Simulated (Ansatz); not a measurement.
What does this script print? It uses Ansatz 0.2.0 through its Python package.

The script, `run_xc.py`:
```python
import warnings

import ansatz as az


def main() -> None:
    warnings.simplefilter("ignore", az.DeckWarning)

    crystal = (
        az.Lattice.fcc(6.0)
        .space_group(225)
        .atom("Al", (0.25, 0.75, 0.75))
        .atom("Au", (0.0, 0.0, 0.0))
        .primitive()
    )

    calc = (
        crystal.calculation()
        .basis(320)
        .kpoints(7, 7, 7)
        .occupations(az.OccupationsMethod.COLD, width=0.02)
        .scf(tolerance=1e-09, max_iterations=150)
        .stress()
    )

    rows = []
    for value in ["blyp", "pbe", "rpbe", "r2scan", "revpbe"]:
        summary = calc.functional(value).run().report
        rows.append((value, summary["free_energy_ev"] / len(summary["lattice"]["sites"]), summary["n_iterations"], sum(summary["stress_gpa"][i][i] for i in range(3)) / 3, summary["n_kpoints"]))

    print("  functional   F/atom (eV)    iterations       P (GPa)      k-points")
    for row in rows:
        print(f"{str(row[0]):>12s}  {row[1]:12.5f}  {row[2]:12d}  {row[3]:12.3f}  {row[4]:12d}")


if __name__ == "__main__":
    main()
```

Output of `python run_xc.py`:
```text
  functional   F/atom (eV)    iterations       P (GPa)      k-points
        blyp   -4752.85341             7         7.610            20
         pbe   -4741.84481             7         3.758            20
        rpbe   -4748.49629             7         5.879            20
      r2scan   -4748.56103             8         1.080            20
      revpbe   -4746.59902             7         5.347            20
```

Reading the output:
- The cutoff lies under the one recommended for these potentials.
- Under the recommended cutoff a pressure can be off by several GPa, even in sign.
- BLYP can be off by several per cent in the lattices of metals, and by several GPa in the pressure at a fixed cell.
- The mesh is modest for a metal, so energies can be off by several to tens of meV an atom and pressures by half a GPa or more; differences at equal mesh fare better.
- The program warned that this SCF threshold is loose for forces or stresses.
- Pressure is positive in compression.
- Spin-orbit coupling, which matters for elements this heavy, is left out.
- The starting cell is as deposited in a crystallographic database; the results hold for this polymorph, which needn't be the stable one.
- Total energies of different functionals can't be compared; pressures, moments and gaps at this one structure can.
- The script silences the warnings on its input, which a real study should read.
- Finished in 5.7 s on 1 thread of Arm Neoverse V2, with other jobs on the host, peak memory 0.41 GiB.

(Lines on the test bed's own set-up are left out of the output.)
